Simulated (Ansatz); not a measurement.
**BiTe: the cell at several levels of theory**

Cell and atoms of the known phase of BiTe (P-3m1) with 12 atoms a cell are relaxed in turn with PBE, r2SCAN, PBEsol and LDA.

Program: Ansatz 0.2.0. PAW datasets, plane waves, zero pressure. Spin-unpolarised throughout; all numbers are computed.

1 further run of the same task is left out (for a known fault of the program). Runs told in other sessions of the task aren't counted.

## (1) Starting point

Space group P-3m1 (No. 164), trigonal; a = 4.423 Å, c = 24.002 Å in the conventional setting, 33.89 Å³ an atom. Near Bi stand 6 Te at 3.04–3.36 Å; near Bi stand 6 Te at 3.14–3.16 Å; near Bi stand 3 Bi at 3.27 Å and 3 Te at 3.33 Å; near Te stand 3 Bi at 3.04 Å; near Te stand 6 Bi at 3.14–3.36 Å.

Coordinates:

```cif
data_structure
_symmetry_space_group_name_H-M 'P 1'
_symmetry_Int_Tables_number 1
_cell_length_a 4.4230
_cell_length_b 4.4230
_cell_length_c 24.0020
_cell_angle_alpha 90.000
_cell_angle_beta 90.000
_cell_angle_gamma 120.000
_cell_volume 406.64
loop_
_atom_site_label
_atom_site_type_symbol
_atom_site_fract_x
_atom_site_fract_y
_atom_site_fract_z
_atom_site_occupancy
Bi1 Bi 0.00000 0.00000 0.12420 1
Bi2 Bi 0.00000 0.00000 0.87580 1
Bi3 Bi 0.33333 0.66667 0.29080 1
Bi4 Bi 0.66667 0.33333 0.70920 1
Bi5 Bi 0.66667 0.33333 0.45750 1
Bi6 Bi 0.33333 0.66667 0.54250 1
Te1 Te 0.33333 0.66667 0.05520 1
Te2 Te 0.66667 0.33333 0.94480 1
Te3 Te 0.66667 0.33333 0.21490 1
Te4 Te 0.33333 0.66667 0.78510 1
Te5 Te 0.00000 0.00000 0.36870 1
Te6 Te 0.00000 0.00000 0.63130 1
```

## (2) PBE: cell and atoms

Input file input.yaml:

```yaml
crystal:
  lattice:
    - [4.423, 0.0, 0.0]
    - [-2.2115, 3.8304303609, 0.0]
    - [0.0, 0.0, 24.002]
  atoms:
    - { symbol: Bi, position: [0.0, 0.0, 0.1242] }
    - { symbol: Bi, position: [0.0, 0.0, 0.8758] }
    - { symbol: Bi, position: [0.3333333333, 0.6666666667, 0.2908] }
    - { symbol: Bi, position: [0.6666666667, 0.3333333333, 0.7092] }
    - { symbol: Bi, position: [0.6666666667, 0.3333333333, 0.4575] }
    - { symbol: Bi, position: [0.3333333333, 0.6666666667, 0.5425] }
    - { symbol: Te, position: [0.3333333333, 0.6666666667, 0.0552] }
    - { symbol: Te, position: [0.6666666667, 0.3333333333, 0.9448] }
    - { symbol: Te, position: [0.6666666667, 0.3333333333, 0.2149] }
    - { symbol: Te, position: [0.3333333333, 0.6666666667, 0.7851] }
    - { symbol: Te, position: [0.0, 0.0, 0.3687] }
    - { symbol: Te, position: [0.0, 0.0, 0.6313] }
kpoints:
  mp_grid: { grid: [6, 6, 2] }
hamiltonian:
  xc: pbe
scf:
  occupations: { method: fermi_dirac, width: 0.02 }
relax:
  f_tol: 0.005
  cell: {}
```

Command:

```sh
$ ansatz run input.yaml --threads 8 --pin off --max-ram 20275MiB --backend cpu --events-out ev --progress --plain --runs-dir out
```

The runs that follow: Relaxation with r2SCAN; Relaxation with PBEsol; Relaxing with LDA.

Before running it: what results should come out? Wanted: for each run, a; c; volume; space group; SCF geometries.

As calculated:

```
 level  a (Å)   c (Å)  volume (Å³/atom)  space group  SCF geometries
   PBE  4.484  24.928            36.172        P-3m1              10
r2SCAN  4.447  25.342            36.162        P-3m1               8
PBEsol  4.416  23.910            33.652        P-3m1               9
   LDA  4.387  23.619            32.803        P-3m1               8
```

In words: The first relaxation changed the volume by +6.7 % from the start. The volume spreads over 10.3 % between the levels.
